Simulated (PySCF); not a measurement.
# WO(OH)4: other functionals and bases at one geometry

How far do other levels of theory move the description of WO(OH)4, and what does each cost? The structure is generated, not taken from experiment.

Computed with PySCF 2.14.0. Level: several levels, as the steps say, no spin–orbit coupling.

3 further runs of the same task are left out: 2 for a known fault of the program, 1 that didn't finish.

### Step 1. Starting geometry

10 atoms, charge 0, spin multiplicity 1.

Bond lengths: W1–O2 1.735 Å, W1–O3 1.922 Å, W1–O5 1.897 Å, W1–O7 1.896 Å, W1–O9 1.937 Å, W1–H10 2.463 Å, O3–H4 0.964 Å, O5–H6 0.969 Å, O7–H8 0.969 Å, O9–H10 0.970 Å. Angles: O2–W1–O3 165.7°, O2–W1–O5 95.9°, O2–W1–O7 96.4°, O2–W1–O9 86.1°, O2–W1–H10 64.6°, O3–W1–O5 91.1°, O3–W1–O7 91.9°, O3–W1–O9 79.6°, O3–W1–H10 101.1°, O5–W1–O7 115.4°, O5–W1–O9 122.4°, O5–W1–H10 121.6°, O7–W1–O9 121.6°, O7–W1–H10 120.9°, O9–W1–H10 21.5°, W1–O3–H4 138.3°, W1–O5–H6 118.1°, W1–O7–H8 117.7° and more.

Coordinates:

```
W     0.0578    0.0641   -0.1933
O    -0.1347   -0.1908    1.5116
O     0.0262   -0.0647   -2.1103
H    -0.3256   -0.6549   -2.7864
O     1.9540    0.0134   -0.1853
H     2.4041   -0.0692    0.6685
O    -0.7087    1.7973   -0.2357
H    -0.9645    2.1976    0.6085
O    -1.0210   -1.5287   -0.4207
H    -1.2877   -1.9009    0.4341
```

Formal oxidation states: W +6. An earlier session relaxed this geometry at B3LYP, W def2-SVP with ECP60, O def2-SVP, H def2-SVP (singlet, point group C1).

At B3LYP on the finer grid: E = -445.537327 Eh, HOMO -8.50 eV, LUMO -1.83 eV, Mulliken charge on W1 +1.15 e, largest force component 0.032 eV/Å. 

Levels to run: wB97X; r2SCAN; CAM-B3LYP; M06-L; B3LYP, TZVP; B3LYP, x2c-SVP. Hardware: 2 threads of Arm Neoverse V2, shared host.

### Step 2. wB97X

Input file run.py (the lines that set the calculation):

```python
mol = gto.M(atom='''
W      0.05784     0.06408    -0.19335
O     -0.13474    -0.19075     1.51161
O      0.02616    -0.06468    -2.11028
H     -0.32557    -0.65494    -2.78640
O      1.95404     0.01341    -0.18530
H      2.40413    -0.06915     0.66855
O     -0.70874     1.79730    -0.23575
H     -0.96447     2.19756     0.60849
O     -1.02095    -1.52870    -0.42066
H     -1.28769    -1.90095     0.43414''',
    basis={'W': 'def2-SVP', 'O': 'def2-SVP', 'H': 'def2-SVP'},
    ecp={'W': 'def2-SVP'},
    charge=0, spin=0)
mf = dft.RKS(mol, xc='WB97X')
mf.grids.atom_grid = (75, 302)
mf = mf.density_fit()  # fitting sets: W def2-universal-JKFIT, O def2-universal-JKFIT, H def2-universal-JKFIT
mf.conv_tol = 1e-08; mf.max_cycle = 55
mf.kernel(dm0)  # dm0: the density of the relaxed state
```

Launch:

```bash
$ OMP_NUM_THREADS=2 python run.py
```

### Step 3. r2SCAN

run.py (the lines that set the calculation), as its differences from that of step 2:

```diff
@@ -14,3 +14,3 @@
     charge=0, spin=0)
-mf = dft.RKS(mol, xc='WB97X')
+mf = dft.RKS(mol, xc='R2SCAN')
 mf.grids.atom_grid = (75, 302)
```

### Step 4. CAM-B3LYP

run.py (the lines that set the calculation), as its differences from that of step 3:

```diff
@@ -14,3 +14,3 @@
     charge=0, spin=0)
-mf = dft.RKS(mol, xc='R2SCAN')
+mf = dft.RKS(mol, xc='CAMB3LYP')
 mf.grids.atom_grid = (75, 302)
```

### Step 5. M06-L

run.py (the lines that set the calculation), as its differences from that of step 4:

```diff
@@ -14,3 +14,3 @@
     charge=0, spin=0)
-mf = dft.RKS(mol, xc='CAMB3LYP')
+mf = dft.RKS(mol, xc='M06L')
 mf.grids.atom_grid = (75, 302)
```

### Step 6. B3LYP, TZVP

Basis: W def2-TZVP with ECP60, O def2-TZVP, H def2-TZVP. 

run.py (the lines that set the calculation), as its differences from that of step 5:

```diff
@@ -11,6 +11,6 @@
 H     -1.28769    -1.90095     0.43414''',
-    basis={'W': 'def2-SVP', 'O': 'def2-SVP', 'H': 'def2-SVP'},
-    ecp={'W': 'def2-SVP'},
+    basis={'W': 'def2-TZVP', 'O': 'def2-TZVP', 'H': 'def2-TZVP'},
+    ecp={'W': 'def2-TZVP'},
     charge=0, spin=0)
-mf = dft.RKS(mol, xc='M06L')
+mf = dft.RKS(mol, xc='B3LYP')
 mf.grids.atom_grid = (75, 302)
@@ -18,2 +18,2 @@
 mf.conv_tol = 1e-08; mf.max_cycle = 55
-mf.kernel(dm0)  # dm0: the density of the relaxed state
+mf.kernel(dm0)  # dm0: free metal ions and neutral atoms
```

### Step 7. B3LYP, x2c-SVP

Basis: W x2c-SVPall, O x2c-SVPall, H x2c-SVPall. All electrons are treated, with the spin-free X2C Hamiltonian.

run.py (the lines that set the calculation), as its differences from that of step 6:

```diff
@@ -11,8 +11,9 @@
 H     -1.28769    -1.90095     0.43414''',
-    basis={'W': 'def2-TZVP', 'O': 'def2-TZVP', 'H': 'def2-TZVP'},
-    ecp={'W': 'def2-TZVP'},
+    basis={'W': 'x2c-SVPall', 'O': 'x2c-SVPall', 'H': 'x2c-SVPall'},
+    nucmod='G',
     charge=0, spin=0)
 mf = dft.RKS(mol, xc='B3LYP')
-mf.grids.atom_grid = (75, 302)
-mf = mf.density_fit()  # fitting sets: W def2-universal-JKFIT, O def2-universal-JKFIT, H def2-universal-JKFIT
+mf.grids.atom_grid = (99, 590)
+mf = mf.density_fit()  # fitting sets: W AutoAux, O AutoAux, H AutoAux
+mf = mf.sfx2c1e()
 mf.conv_tol = 1e-08; mf.max_cycle = 55
```

**Question.** What will these runs give? Wanted: for each run, HOMO; gap; charge on W1; dipole; largest force.

As calculated:

| level | state | HOMO (eV) | gap (eV) | charge on W1 (e) | dipole (D) | largest force (eV/Å) | basis functions | time |
| --- | --- | --- | --- | --- | --- | --- | --- | --- |
| B3LYP (relaxed here) | singlet | -8.50 | 6.66 | 1.15 | 1.38 | 0.03 | 122 | 24 s |
| wB97X | singlet | -11.19 | 11.70 | 1.24 | 1.54 | 1.06 | 122 | 8.8 s |
| r2SCAN | singlet | -7.57 | 5.23 | 1.19 | 1.34 | 0.09 | 122 | 12 s |
| CAM-B3LYP | singlet | -10.18 | 9.65 | 1.17 | 1.48 | 0.73 | 122 | 9 s |
| M06-L | singlet | -7.52 | 5.17 | 1.40 | 1.38 | 0.45 | 122 | 12 s |
| B3LYP, TZVP | singlet | -8.68 | 6.69 | 1.55 | 1.29 | 0.31 | 219 | 21 s |
| B3LYP, x2c-SVP | singlet | -8.62 | 6.44 | 0.87 | 1.40 | 0.87 | 156 | 43 s |

Times are on 2 threads of Arm Neoverse V2, shared host; the first row also made further properties.

In one basis the HOMO–LUMO gap runs from 5.17 eV (M06-L) to 11.70 eV (wB97X). The largest leftover force, 1.06 eV/Å with wB97X, stands at a geometry relaxed at another level. The Mulliken charge on W spans +0.87 to +1.55 e over the levels. Total energies of different levels can't be compared. Spin–orbit coupling is left out throughout.
